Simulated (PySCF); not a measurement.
**One shape, several levels: C2F3I (trifluoroiodoethylene)**

Aim: a comparison of 3 runs (HF/3-21G, TPSSh/STO-3G, BLYP/3-21G) of C2F3I (trifluoroiodoethylene). 

Program for the calculation: PySCF 2.14.0.

## Step 1: The system as given

C2F3I has 6 atoms, charge 0, and is taken as a singlet. As SMILES, `FC(F)=C(F)I`. Geometry: relaxed at PBE0-D4/def2-TZVP.

Bond lengths: F1–C2 1.309 Å, C2–F3 1.307 Å, C2–C4 1.325 Å, C4–F5 1.329 Å, C4–I6 2.055 Å. Angles: F1–C2–F3 112.1°, F1–C2–C4 123.6°, F3–C2–C4 124.3°, C2–C4–F5 119.5°, C2–C4–I6 124.0°, F5–C4–I6 116.5°.

## Step 2: Energy and gradient at HF/3-21G (run 1)

Input file calc.py:

```python
import pyscf.grad
from pyscf import gto, scf

molecule = gto.Mole()
molecule.atom = '''
F    0.782200  -1.666200   0.357400
C   -0.077200  -0.685500   0.243100
F   -1.268000  -1.024600   0.661800
C    0.232800   0.507600  -0.241400
F    1.477400   0.747900  -0.640000
I   -1.105100   2.056700  -0.427000
'''
molecule.basis = '3-21g'
molecule.max_memory = 1860
molecule.verbose = 4
molecule.build()

mf = scf.RHF(molecule)
mf.conv_tol = 1e-10
mf.kernel()
if not mf.converged:
    mf = mf.newton().run(mf.mo_coeff, mf.mo_occ)

energy = mf.e_tot
print(f'total energy: {energy:.8f} hartree')
grad = mf.Gradients().kernel()
dip = mf.dip_moment()
pop, q = mf.mulliken_pop()
```

On the command line:

```sh
$ OMP_NUM_THREADS=1 python calc.py
```

What it wrote:

```text
PySCF version 2.14.0

[... 62 lines left out ...]
converged SCF energy = -7259.25435972647
total energy: -7259.25435973 hartree
[... 12 lines left out ...]
Dipole moment(X, Y, Z, Debye): -1.11154,  0.73962,  0.03172
[... 83 lines left out ...]
charge of    5I =      0.39112
```

It took 12 s on 1 thread of Intel Xeon at 2.50GHz (Skylake/Cascade Lake), shared host; peak memory 0.15 GiB.

## Step 3: Energy and forces at TPSSh/STO-3G (run 2)

Input file job.py:

```python
from pyscf import gto, dft

mol = gto.M(
    atom='''
F    0.782200  -1.666200   0.357400
C   -0.077200  -0.685500   0.243100
F   -1.268000  -1.024600   0.661800
C    0.232800   0.507600  -0.241400
F    1.477400   0.747900  -0.640000
I   -1.105100   2.056700  -0.427000
''',
    verbose=3,
    basis='sto-3g',
    spin=0,
    charge=0,
    max_memory=1860,
)

mf = dft.RKS(mol, xc='tpssh')
mf.conv_tol = 1e-10
mf.grids.level = 5
mf.kernel()
if not mf.converged:
    mf = mf.newton().run(mf.mo_coeff, mf.mo_occ)

etot = mf.e_tot
print('E = %.10f Eh' % etot)
grad = mf.nuc_grad_method().kernel()
mf.analyze()
```

On the command line:

```sh
$ OMP_NUM_THREADS=1 python job.py
```

What it wrote:

```text
converged SCF energy = -7223.08867363959
[... 17 lines left out ...]
MO #7   energy= -30.5364523208371  occ= 2
[... 8 lines left out ...]
MO #16  energy= -21.8719149695155  occ= 2
[... 8 lines left out ...]
MO #25  energy= -1.53443680322078  occ= 2
[... 8 lines left out ...]
MO #34  energy= -0.47500484222337  occ= 2
[... 8 lines left out ...]
MO #43  energy= -0.207715258177936 occ= 2
[... 8 lines left out ...]
MO #52  energy= 0.65826739746941   occ= 0
[... 7 lines left out ...]
Dipole moment(X, Y, Z, Debye):  0.41148, -0.96500,  0.22315
```

It took 52 s on 1 thread of Intel Xeon at 2.50GHz (Skylake/Cascade Lake), shared host; peak memory 0.54 GiB.

## Step 4: Energy and gradient at BLYP/3-21G (run 3)

Input file geometry.xyz:

```xyz
6
C2F3I
F      0.782200    -1.666200     0.357400
C     -0.077200    -0.685500     0.243100
F     -1.268000    -1.024600     0.661800
C      0.232800     0.507600    -0.241400
F      1.477400     0.747900    -0.640000
I     -1.105100     2.056700    -0.427000
```

Input file run.py:

```python
from pyscf import gto, dft

mol = gto.M(
    atom='geometry.xyz',
    basis='3-21g',
    charge=0,
    max_memory=1860,
    spin=0,
    verbose=4,
)

mf = dft.RKS(mol)
mf.xc = 'blyp'
mf.conv_tol = 1e-10
mf.grids.level = 5
mf.kernel()
if not mf.converged:
    mf = mf.newton().run(mf.mo_coeff, mf.mo_occ)

etot = mf.e_tot
print('E = %.10f Eh' % etot)
grad = mf.nuc_grad_method().kernel()
dip = mf.dip_moment()
pop, q = mf.mulliken_pop()
```

On the command line:

```sh
$ OMP_NUM_THREADS=1 python run.py
```

What it wrote:

```text
PySCF version 2.14.0

[... 80 lines left out ...]
converged SCF energy = -7263.57839720595
[... 14 lines left out ...]
Dipole moment(X, Y, Z, Debye): -0.47053,  0.08442,  0.09117
[... 83 lines left out ...]
charge of    5I =      0.29904
```

It took 48 s on 1 thread of Intel Xeon at 2.50GHz (Skylake/Cascade Lake), shared host; peak memory 0.74 GiB.

## Step 5: All runs side by side

```
run         level  integration grid   energy (Eh)  dipole moment (D)  HOMO energy (eV)  LUMO energy (eV)  wall time
  1      HF/3-21G                 –  -7259.254360               1.34             -9.80              2.57       12 s
  2  TPSSh/STO-3G                 5  -7223.088674               1.07             -2.85              2.84       52 s
  3    BLYP/3-21G                 5  -7263.578397               0.49             -5.21             -1.48       48 s
```

## Step 6: Results

| quantity | value |
| --- | --- |
| run 3: total energy | -7263.57840 Eh |
| run 3: dipole moment | 0.49 D |
| run 3: HOMO energy | -5.21 eV |
| run 3: LUMO energy | -1.48 eV |
| run 3: HOMO–LUMO gap | 3.73 eV |
| run 3: largest force on an atom | 2.996 eV/Å |

**Reading.** The dipole moment (its size) runs from 0.49 D (BLYP/3-21G) to 1.34 D (HF/3-21G). The HOMO–LUMO gap runs from 3.73 eV (BLYP/3-21G) to 12.37 eV (HF/3-21G). Exact exchange widens orbital gaps. Totals of different functionals can't be ranked against each other. In run 2 the basis is minimal, so the values are rough. In runs 1, 2, 3 relativity is left out where basis or elements ask for it. All runs together took 1.9 min, the longest 52 s.
